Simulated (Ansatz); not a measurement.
Geometry optimisation, DFT PBE, scalar-relativistic, plane waves, PAW (Ansatz 0.2.0).

The input (input.yaml):

```yaml
crystal:
  lattice:
    - [-2.45, 4.243524, 5.4]
    - [4.9, 0.0, 5.4]
    - [4.9, 8.487049, 0.0]
  atoms:
    - { symbol: Si, position: [0.1031423, 0.5656224, 0.9483826] }
    - { symbol: Si, position: [0.4090751, 0.9223971, 0.0410334] }
    - { symbol: Si, position: [-0.0009948, -0.0010288, 0.2616436] }
    - { symbol: O, position: [0.3225553, 0.4723679, 0.9653773] }
    - { symbol: O, position: [0.17779, 0.0264139, 0.1070794] }
    - { symbol: O, position: [0.9312819, 0.5222143, 0.1108926] }
    - { symbol: O, position: [0.5661086, 0.3126984, 0.1430124] }
    - { symbol: O, position: [0.9337511, 0.195554, 0.3248002] }
    - { symbol: O, position: [0.571484, 0.973909, 0.0894448] }
    - { symbol: Si, position: [0.0928534, 0.5748579, 0.4512116] }
    - { symbol: Si, position: [0.4035952, 0.9321641, 0.5329858] }
    - { symbol: Si, position: [0.0027452, -0.002592, 0.7626219] }
    - { symbol: O, position: [0.3247263, 0.4721479, 0.4642351] }
    - { symbol: O, position: [0.1819419, 0.0271876, 0.6112058] }
    - { symbol: O, position: [0.9329427, 0.524951, 0.6066285] }
    - { symbol: O, position: [0.5585825, 0.3157838, 0.6443377] }
    - { symbol: O, position: [0.9336973, 0.1905701, 0.8290822] }
    - { symbol: O, position: [0.5707841, 0.9800987, 0.5845433] }
    - { symbol: Si, position: [0.5919326, 0.0711143, 0.2011719] }
    - { symbol: Si, position: [0.8990362, 0.4347744, 0.283894] }
    - { symbol: Si, position: [0.5005226, 0.4943326, 0.5109839] }
    - { symbol: O, position: [0.8142941, 0.9731318, 0.21897] }
    - { symbol: O, position: [0.6834807, 0.5300661, 0.3594885] }
    - { symbol: O, position: [0.4299436, 0.0283134, 0.3570128] }
    - { symbol: O, position: [0.0640838, 0.8126874, 0.3894486] }
    - { symbol: O, position: [0.43692, 0.6831699, 0.581783] }
    - { symbol: O, position: [0.0698358, 0.4677454, 0.3394066] }
    - { symbol: Si, position: [0.5947462, 0.0737374, 0.7033226] }
    - { symbol: Si, position: [0.9096425, 0.4293592, 0.7799298] }
    - { symbol: Si, position: [0.5009948, 0.4930492, 0.0117869] }
    - { symbol: O, position: [0.8230196, 0.9648786, 0.717266] }
    - { symbol: O, position: [0.6795635, 0.5361104, 0.860495] }
    - { symbol: O, position: [0.4245503, 0.01913, 0.86902] }
    - { symbol: O, position: [0.4339132, 0.6947141, 0.0774555] }
    - { symbol: O, position: [0.0692133, 0.476134, 0.8409937] }
total_charge: -2
basis:
  ecutwfc: 420.0
kpoints:
  mp_grid: { grid: [2, 2, 2] }
hamiltonian:
  xc: pbe
  pseudopotentials: { kind: paw, azcp: { folder: soft_1 } }
scf:
  occupations: { method: fermi_dirac, width: 0.02 }
  lower_state_search: "off"
relax:
  f_tol: 0.03
  max_steps: 60
  adjacent_minimum: "off"
```

Run as:

```bash
$ ansatz run input.yaml --threads 4 --pin off --max-ram 10240MiB --backend cpu --events-out ev --progress --plain --runs-dir out
```

Problem. Where does it end, and by what steps?

Solution. It converged. Limits of this set-up: charged cell in a uniform background, uncorrected. After 12 steps the energy has fallen by 4.519 eV; O17 moved furthest, 0.78 Å.

| step | energy less start (eV) | largest force component (eV/Å) | accepted |
| --- | --- | --- | --- |
| 0 | 0.0000 | 6.077 | yes |
| 1 | -1.6946 | 3.218 | yes |
| 2 | -2.8952 | 1.460 | yes |
| 3 | -3.5185 | 0.954 | yes |
| 4 | -3.8007 | 1.189 | yes |
| 5 | -4.2257 | 0.595 | yes |
| 6 | -4.3578 | 0.974 | yes |
| 7 | -4.4401 | 0.549 | yes |
| 8 | -4.4774 | 0.398 | yes |
| 9 | -4.5129 | 0.083 | yes |
| 10 | -4.5153 | 0.042 | yes |
| 11 | -4.5152 | 0.114 | no |
| 12 | -4.5188 | 0.025 | yes |

```xyz
35
Lattice="-2.4500 4.2435 5.4000 4.9000 0.0000 5.4000 4.9000 8.4870 0.0000" Properties=species:S:1:pos:R:3
Si 6.944 8.194 3.727
Si 3.773 1.968 7.191
Si 1.339 2.218 0.063
O 6.112 9.680 4.123
O 0.325 1.614 1.163
O 0.750 4.718 8.030
O 0.789 3.668 4.807
O 0.320 6.676 6.180
O 3.925 3.246 8.190
Si 4.812 4.215 3.681
Si 6.276 6.383 7.149
Si 3.903 6.945 -0.171
O 3.764 5.325 4.238
O 2.836 6.333 1.125
O 3.394 9.070 8.015
O 2.973 7.766 4.818
O 2.920 10.320 5.751
O 6.118 7.504 8.322
Si -0.030 4.313 3.555
Si 1.286 6.056 7.356
Si 3.639 6.433 5.426
O 3.930 5.495 9.564
O 2.721 5.800 6.616
O 1.007 4.940 2.469
O 5.673 3.649 4.947
O 5.100 6.713 6.054
O 3.924 3.019 3.044
Si 2.129 8.626 3.690
Si 3.754 10.392 7.097
Si 1.291 2.204 5.370
O 6.043 9.787 9.574
O 5.340 10.227 6.674
O 3.231 9.187 2.613
O 2.812 2.403 5.948
O 5.939 7.529 2.498
```

Run time: 66 s on 4 threads of Arm Neoverse V2 (shared host), peak memory 1.5 GiB.
